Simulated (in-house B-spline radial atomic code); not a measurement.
**Pr: a test of the convergence tolerance**

Aim: see how the result and the number of iterations for Pr depend on the convergence tolerance.

The numbers are computed with in-house B-spline radial atomic code version 1 (Dirac-Coulomb PBE, spherical fractional occupations, Fermi nucleus, basis-set limit), except any that are marked as measured or tabulated.

### 1 The system

| Item | Value |
| --- | --- |
| element | praseodymium (Z = 59) |
| charge | 0 |
| electrons | 59 |
| configuration | [Xe] 4f3 6s2 |
| Hamiltonian | Dirac-Coulomb |
| nucleus | Fermi, rms radius 4.892 fm |

Outer shells as boxes (Hund's rule):

[Xe] 4f3 6s2
```
[Xe] core
4f [↑ ][↑ ][↑ ][  ][  ][  ][  ]
6s [↑↓]
```

The boxes only draw the filling; these runs are spin-restricted and spherical.

A run counts as converged when the orbital gradient is under the tolerance times 59 hartree (or under the basis's noise floor) and the energy moved by less than 1e-8 hartree times the root of its size. Energy differences under 3e-05 hartree are noise.

Input settings:

```ini
Z = 59
electrons = 59.0
configuration = [Xe] 4f3 6s2
hamiltonian = dirac
method = pbe,pbe
spin_polarised = False
nucleus = fermi
rms_radius = 4.8919
mass_number = 141
atomic_mass = 140.907659604
speed_of_light = 137.035999084
knot_spacing = 0.22
spline_order = 8
gauss_points = 12
box_radius = 50
max_iterations = 70
damping = 0.5
damped_steps = 3
diis_vectors = 10
tolerance = 1e-08
start = Thomas-Fermi
```

The reference is known from an earlier run: -9242.141372 hartree in all. Up to eight levels, counted from the top:

```csv
orbital,occupation,energy (eV),<r> (bohr)
4d3/2,4,-112.50,0.7215
4d5/2,6,-108.90,0.7315
5s1/2,2,-38.970,1.509
5p1/2,2,-23.409,1.706
5p3/2,4,-20.628,1.796
6s1/2,2,-3.462,4.500
4f5/2,1.28571,-1.446,1.195
4f7/2,1.71429,-1.106,1.225
```

### 2 Convergence tolerance 0.01

Input settings:

```ini
Z = 59
electrons = 59.0
configuration = [Xe] 4f3 6s2
hamiltonian = dirac
method = pbe,pbe
spin_polarised = False
nucleus = fermi
rms_radius = 4.8919
mass_number = 141
atomic_mass = 140.907659604
speed_of_light = 137.035999084
knot_spacing = 0.22
spline_order = 8
gauss_points = 12
box_radius = 50
max_iterations = 70
damping = 0.5
damped_steps = 3
diis_vectors = 10
tolerance = 0.01
start = Thomas-Fermi
```

On the command line:

```console
> python run_scf.py task.json out
```

task.json lists these runs, among others, and the program works through them in turn.

### 3 Convergence tolerance 0.001

Settings: those of step 2 with these lines changed.

```diff
@@ -19,3 +19,3 @@
 diis_vectors = 10
-tolerance = 0.01
+tolerance = 0.001
 start = Thomas-Fermi
```

### 4 Convergence tolerance 0.0001

Settings: those of step 3 with these lines changed.

```diff
@@ -19,3 +19,3 @@
 diis_vectors = 10
-tolerance = 0.001
+tolerance = 0.0001
 start = Thomas-Fermi
```

### 5 Convergence tolerance 1e-05

Settings: those of step 4 with these lines changed.

```diff
@@ -19,3 +19,3 @@
 diis_vectors = 10
-tolerance = 0.0001
+tolerance = 1e-05
 start = Thomas-Fermi
```

### 6 Convergence tolerance 1e-06

Settings: those of step 5 with these lines changed.

```diff
@@ -19,3 +19,3 @@
 diis_vectors = 10
-tolerance = 1e-05
+tolerance = 1e-06
 start = Thomas-Fermi
```

### 7 Convergence tolerance 1e-10

Settings: those of step 6 with these lines changed.

```diff
@@ -19,3 +19,3 @@
 diis_vectors = 10
-tolerance = 1e-06
+tolerance = 1e-10
 start = Thomas-Fermi
```

### 8 Convergence tolerance 1e-13

Settings: those of step 7 with these lines changed.

```diff
@@ -19,3 +19,3 @@
 diis_vectors = 10
-tolerance = 1e-10
+tolerance = 1e-13
 start = Thomas-Fermi
```

Before running: Which of these runs converge to the reference energy, which miss it and by about how much, and which fail?

**Answer**, as computed:

| run | outcome | iterations | energy less the reference (hartree) |
| --- | --- | --- | --- |
| reference | converged | 11 | 0 |
| convergence tolerance 0.01 | converged | 10 | below noise |
| convergence tolerance 0.001 | converged | 10 | below noise |
| convergence tolerance 0.0001 | converged | 10 | below noise |
| convergence tolerance 1e-05 | converged | 10 | below noise |
| convergence tolerance 1e-06 | converged | 10 | below noise |
| convergence tolerance 1e-10 | converged | 11 | below noise |
| convergence tolerance 1e-13 | converged | 11 | below noise |

**Reading.** Of 7 changed inputs, 7 gave the reference energy within 3e-05 hartree. No value tried here spoils the result.
